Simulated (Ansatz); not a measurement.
# C3H11PSi: the cost of one run

Method: RKS PBE-D4/def2-SVP, in Ansatz 0.2.0.

### Step 1. Starting point

Bond lengths (14 of 15 bonds, heavy atoms first): C1–C2 1.476 Å, C2–C3 1.525 Å, C2–Si4 1.905 Å, Si4–P5 2.292 Å, C1–H6 1.158 Å, C1–H7 1.093 Å, C1–H8 1.084 Å, C2–H9 1.127 Å, C3–H10 1.059 Å, C3–H11 1.131 Å, C3–H12 1.127 Å, Si4–H13 1.503 Å, Si4–H14 1.396 Å, P5–H15 1.414 Å. Angles (14 of 27 angles, heavy atoms first): C1–C2–C3 108.0°, C1–C2–Si4 116.8°, C3–C2–Si4 113.9°, C2–Si4–P5 108.2°, C1–C2–H9 105.0°, C3–C2–H9 107.5°, Si4–C2–H9 104.8°, C2–C1–H6 112.8°, C2–C1–H7 114.2°, C2–C1–H8 113.6°, C2–C3–H10 114.7°, C2–C3–H11 110.4°, C2–C3–H12 110.4°, C2–Si4–H13 110.0°.

Coordinates:

```xyz
16

C    -0.6117    1.0006    1.1367
C     0.5306    0.2199    0.6227
C     0.5058   -1.1501    1.2922
Si    0.7417    0.1503   -1.2692
P    -1.0971   -0.8901   -2.1566
H    -0.6556    2.0717    0.6991
H    -0.6011    1.1489    2.2194
H    -1.5766    0.5934    0.8562
H     1.4462    0.7623    0.9943
H    -0.3521   -1.7325    1.0756
H     0.5541   -1.0404    2.4170
H     1.4355   -1.7315    1.0312
H     0.6745    1.5373   -1.8454
H     1.8637   -0.5918   -1.6427
H    -2.0356    0.1393   -1.9153
H    -0.8451   -0.5100   -3.4709
```

### Step 2. Relaxing end A

input.yaml

```yaml
crystal:
  periodic: [false, false, false]
  atoms:
    - { symbol: C, position_ang: [-0.6117, 1.0006, 1.1367] }
    - { symbol: C, position_ang: [0.5306, 0.2199, 0.6227] }
    - { symbol: C, position_ang: [0.5058, -1.1501, 1.2922] }
    - { symbol: Si, position_ang: [0.7417, 0.1503, -1.2692] }
    - { symbol: P, position_ang: [-1.0971, -0.8901, -2.1566] }
    - { symbol: H, position_ang: [-0.6556, 2.0717, 0.6991] }
    - { symbol: H, position_ang: [-0.6011, 1.1489, 2.2194] }
    - { symbol: H, position_ang: [-1.5766, 0.5934, 0.8562] }
    - { symbol: H, position_ang: [1.4462, 0.7623, 0.9943] }
    - { symbol: H, position_ang: [-0.3521, -1.7325, 1.0756] }
    - { symbol: H, position_ang: [0.5541, -1.0404, 2.417] }
    - { symbol: H, position_ang: [1.4355, -1.7315, 1.0312] }
    - { symbol: H, position_ang: [0.6745, 1.5373, -1.8454] }
    - { symbol: H, position_ang: [1.8637, -0.5918, -1.6427] }
    - { symbol: H, position_ang: [-2.0356, 0.1393, -1.9153] }
    - { symbol: H, position_ang: [-0.8451, -0.51, -3.4709] }
basis:
  gaussian: { orbitals: def2-SVP }
hamiltonian:
  xc: pbe
  dispersion: d4
relax:
  f_tol: 0.015
  max_steps: 40
```

Launch:

```
$ ansatz run input.yaml --threads 2 --pin off --max-ram 3072MiB --backend cpu --events-out ev --progress --plain --runs-dir out
```

**Question.** How long does this run take on 2 threads of Intel Xeon Platinum 8259CL at 2.50GHz (Skylake/Cascade Lake), shared host, and how much memory does it need?

About 53 s, with a peak of 0.2 GiB.
